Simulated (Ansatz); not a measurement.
**Si₃H₆S: one species, many methods**

The task here is to estimate one member of a computed series from the others.

Program: Ansatz 0.2.0, Gaussian basis. Level of theory: functionals in def2-TZVPP, the program's frozen cores in correlated methods. These are calculated values, not measurements.

Levels to be run: LDA (SPW92), PBE-D4, revPBE-D4, BLYP-D4, r2SCAN-D4, B97M-V, PBE0-D4, B3LYP-D4, r2SCANh-D4, r2SCAN0-D4, HSE06-D4, BHLYP-D4, CAM-B3LYP-D4, LC-ωPBE, ωB97X-V, ωB97M-V, B2PLYP, PBE-QIDH; CCSD(T)/def2-SVP; CCSD(T)/def2-TZVPP; MP2/def2-QZVPP; extrapolation to the limit; RPA on PBE.

## The geometry

All runs share one geometry, relaxed beforehand with PBE0-D4 in a triple-zeta def2 set.

10 atoms, charge 0, spin multiplicity 1.

Atoms are counted from 1 here; the program's logs count them from 0.

Bond lengths: S1–Si2 2.134 Å, S1–H5 1.345 Å, Si2–Si3 2.323 Å, Si2–Si4 2.325 Å, Si2–H6 1.485 Å, Si3–Si4 2.334 Å, Si3–H7 1.484 Å, Si3–H8 1.483 Å, Si4–H9 1.483 Å, Si4–H10 1.485 Å. Angles: Si2–S1–H5 96.3°, S1–Si2–Si3 109.4°, S1–Si2–Si4 113.1°, S1–Si2–H6 115.8°, Si3–Si2–Si4 60.3°, Si3–Si2–H6 123.1°, Si4–Si2–H6 123.3°, Si2–Si3–Si4 59.9°, Si2–Si3–H7 118.3°, Si2–Si3–H8 118.7°, Si4–Si3–H7 115.3°, Si4–Si3–H8 121.6°, H7–Si3–H8 113.2°, Si2–Si4–Si3 59.8°, Si2–Si4–H9 118.1°, Si2–Si4–H10 119.0°, Si3–Si4–H9 121.4°, Si3–Si4–H10 115.6° and more.

As a file:

```xyz
10
charge 0, multiplicity 1
S    -2.1633    0.1052   -1.3848
Si   -0.9752    0.3061    0.3769
Si    0.5547   -1.4393    0.4812
Si    1.2693    0.7117   -0.0759
H    -2.1273    1.4030   -1.7346
H    -1.6767    0.8411    1.5719
H     0.9820   -1.9225    1.8181
H     0.4733   -2.5187   -0.5321
H     1.6486    1.0642   -1.4654
H     2.0978    1.3980    0.9477
```

Set-up of the first run:

Input file in.yaml:

```yaml
crystal:
  periodic: [false, false, false]
  atoms:
    - {symbol: S, position_ang: [-2.163287, 0.105151, -1.384757]}
    - {symbol: Si, position_ang: [-0.975171, 0.306126, 0.376934]}
    - {symbol: Si, position_ang: [0.554714, -1.439319, 0.481208]}
    - {symbol: Si, position_ang: [1.269277, 0.711731, -0.075914]}
    - {symbol: H, position_ang: [-2.127289, 1.402967, -1.734637]}
    - {symbol: H, position_ang: [-1.676692, 0.841061, 1.571932]}
    - {symbol: H, position_ang: [0.981973, -1.922499, 1.818078]}
    - {symbol: H, position_ang: [0.473286, -2.518661, -0.532059]}
    - {symbol: H, position_ang: [1.648637, 1.064191, -1.465450]}
    - {symbol: H, position_ang: [2.097752, 1.397952, 0.947664]}
basis:
  gaussian: {orbitals: def2-TZVPP}
hamiltonian: {xc: lda}
output: {orbitals: {seedname: orbitals}}
```

Started as:

```sh
$ ansatz run in.yaml --threads 2 --pin off --events-out ev --progress --plain --max-ram 4352MiB
```

Steps of the session up to this table: LDA; PBE-D4 (GGA); revPBE-D4 (GGA); BLYP-D4 (GGA); r2SCAN-D4 (meta-GGA); B97M-V (meta-GGA); PBE0-D4 (hybrid); B3LYP-D4 (hybrid); r2SCANh-D4 (hybrid); r2SCAN0-D4 (hybrid); HSE06-D4 (hybrid); BHLYP-D4 (hybrid); CAM-B3LYP-D4 (range-separated); LC-ωPBE (range-separated); ωB97X-V (range-separated); ωB97M-V (range-separated); B2PLYP (double hybrid); PBE-QIDH (double hybrid).

One table of the session follows, with a row left open; its other results are not shown here.

It belongs to the step «Orbital energies across the functionals». 

| functional | HOMO (eV) | gap (eV) |
| --- | --- | --- |
| LDA (SPW92) | -5.91 | 3.62 |
| PBE-D4 | -5.82 | 3.68 |
| revPBE-D4 | ? | ? |
| BLYP-D4 | -5.65 | 3.77 |
| r2SCAN-D4 | -6.03 | 4.06 |
| B97M-V | -6.11 | 4.05 |
| PBE0-D4 | -6.81 | 5.50 |
| B3LYP-D4 | -6.60 | 5.22 |
| r2SCANh-D4 | -6.40 | 4.72 |
| r2SCAN0-D4 | -6.94 | 5.71 |
| HSE06-D4 | -6.42 | 4.74 |
| BHLYP-D4 | -7.66 | 7.42 |
| CAM-B3LYP-D4 | -7.98 | 7.87 |
| LC-ωPBE | -9.24 | 10.11 |
| ωB97X-V | -8.94 | 9.74 |
| ωB97M-V | -8.73 | 9.29 |

Q: Estimate the row for revPBE-D4 from the others.

As computed: HOMO (eV): -5.78; gap (eV): 3.70. In the column «HOMO (eV)» it lies between PBE-D4 (-5.82) and BLYP-D4 (-5.65).
